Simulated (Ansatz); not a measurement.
**CH2FNO2Si: one species, many methods**

Aim: compute CH2FNO2Si with functionals from several rungs and with coupled cluster, and see how far each lands from CCSD(T) at the basis-set limit for the atomisation energy.

Method: functionals in def2-TZVPP, the program's frozen cores in correlated methods; program: Ansatz 0.2.0, Gaussian basis.

Plan: LDA (SPW92), PBE-D4, revPBE-D4, BLYP-D4, r2SCAN-D4, B97M-V, PBE0-D4, B3LYP-D4, r2SCANh-D4, r2SCAN0-D4, HSE06-D4, BHLYP-D4, CAM-B3LYP-D4, LC-ωPBE, ωB97X-V, ωB97M-V, B2PLYP, PBE-QIDH; CCSD(T)/def2-SVP; CCSD(T)/def2-TZVPP; MP2/def2-QZVPP; extrapolation to the limit; RPA on PBE.

### Step 1. The geometry

The geometry comes from an earlier relaxation with PBE0-D4 in a triple-zeta def2 set; it is a stationary point, not always the lowest conformer.

SMILES `O=C1N[Si]1(O)F`, 8 atoms, charge 0, spin multiplicity 1.

Atoms are counted from 1 here; the program's logs count them from 0.

Bond lengths: O1–C2 1.191 Å, C2–N3 1.397 Å, C2–Si4 1.840 Å, N3–Si4 1.704 Å, N3–H7 1.015 Å, Si4–O5 1.617 Å, Si4–F6 1.577 Å, O5–H8 0.959 Å. Angles: O1–C2–N3 133.9°, O1–C2–Si4 164.3°, N3–C2–Si4 61.8°, C2–N3–Si4 72.0°, C2–N3–H7 128.6°, Si4–N3–H7 159.3°, C2–Si4–N3 46.2°, C2–Si4–O5 130.4°, C2–Si4–F6 124.3°, N3–Si4–O5 122.4°, N3–Si4–F6 117.9°, O5–Si4–F6 103.7°, Si4–O5–H8 117.8°.

### Step 2. LDA

This LDA is Slater exchange with PW92 correlation.

in.yaml

```yaml
crystal:
  periodic: [false, false, false]
  atoms:
    - {symbol: O, position_ang: [1.986855, 1.097831, 0.977272]}
    - {symbol: C, position_ang: [0.987347, 0.562360, 0.613655]}
    - {symbol: N, position_ang: [0.566886, -0.768993, 0.556582]}
    - {symbol: Si, position_ang: [-0.694667, 0.207879, -0.042980]}
    - {symbol: O, position_ang: [-1.223704, 0.099183, -1.567627]}
    - {symbol: F, position_ang: [-2.019562, 0.307373, 0.806261]}
    - {symbol: H, position_ang: [1.056851, -1.601878, 0.866192]}
    - {symbol: H, position_ang: [-0.567707, 0.039146, -2.265056]}
basis:
  gaussian: {orbitals: def2-TZVPP}
hamiltonian: {xc: lda}
output: {orbitals: {seedname: orbitals}}
```

Started as:

```
> ansatz run in.yaml --threads 4 --pin off --events-out ev --progress --plain --max-ram 10444MiB
```

The runs that follow: PBE-D4 (GGA); revPBE-D4 (GGA); BLYP-D4 (GGA); r2SCAN-D4 (meta-GGA); B97M-V (meta-GGA); PBE0-D4 (hybrid); B3LYP-D4 (hybrid); r2SCANh-D4 (hybrid); r2SCAN0-D4 (hybrid); HSE06-D4 (hybrid); BHLYP-D4 (hybrid); CAM-B3LYP-D4 (range-separated); LC-ωPBE (range-separated); ωB97X-V (range-separated); ωB97M-V (range-separated); B2PLYP (double hybrid); PBE-QIDH (double hybrid); CCSD(T) in def2-SVP; CCSD(T) in def2-TZVPP; MP2 in def2-QZVPP; RPA on PBE orbitals.

**Question.** What will the summary of the whole plan be? Wanted: atomisation energy, CCSD(T)/CBS; farthest beyond LDA; mean size of error, GGA; mean size of error, meta-GGA; mean size of error, hybrid; mean size of error, range-separated; mean size of error, double hybrid; gap, smallest and largest; T1 diagnostic.

The runs gave:

| quantity | value |
| --- | --- |
| atomisation energy, CCSD(T)/CBS | 36.042 eV |
| functionals within 0.180 eV (0.5 %) | B97M-V, PBE0-D4, B3LYP-D4, HSE06-D4, CAM-B3LYP-D4, LC-ωPBE, ωB97X-V, ωB97M-V |
| farthest beyond LDA | BHLYP-D4 (-2.207 eV) |
| mean size of error, GGA | 0.733 eV |
| mean size of error, meta-GGA | 0.161 eV |
| mean size of error, hybrid | 0.637 eV |
| mean size of error, range-separated | 0.104 eV |
| mean size of error, double hybrid | 0.422 eV |
| gap, smallest and largest | 4.40 eV (LDA (SPW92)), 11.81 eV (LC-ωPBE) |
| T1 diagnostic | 0.0158 |
| triples share of the correlation energy | 4.0 % |

In words: LDA overbinds by 7.004 eV (19 %). PBE-D4 misses by +1.548 eV. Double hybrids carry the basis error of their MP2 part in triple zeta, and no dispersion term here, so their miss is partly the set-up's. The rungs range-separated, meta-GGA miss on average by less than the doubt on the reference (0.180 eV), so they tie. The reference freezes the cores and leaves out relativity and excitations past (T), so misses under about 0.180 eV can't be ranked. Hartree-Fock recovers 65 % of the binding; the rest is correlation. CCSD(T) in def2-SVP is off by -3.249 eV, more than most functionals: a good method in a small basis is no reference. The gap grows from 4.4 to 11.8 eV across the functionals, mostly with the share of exact exchange.
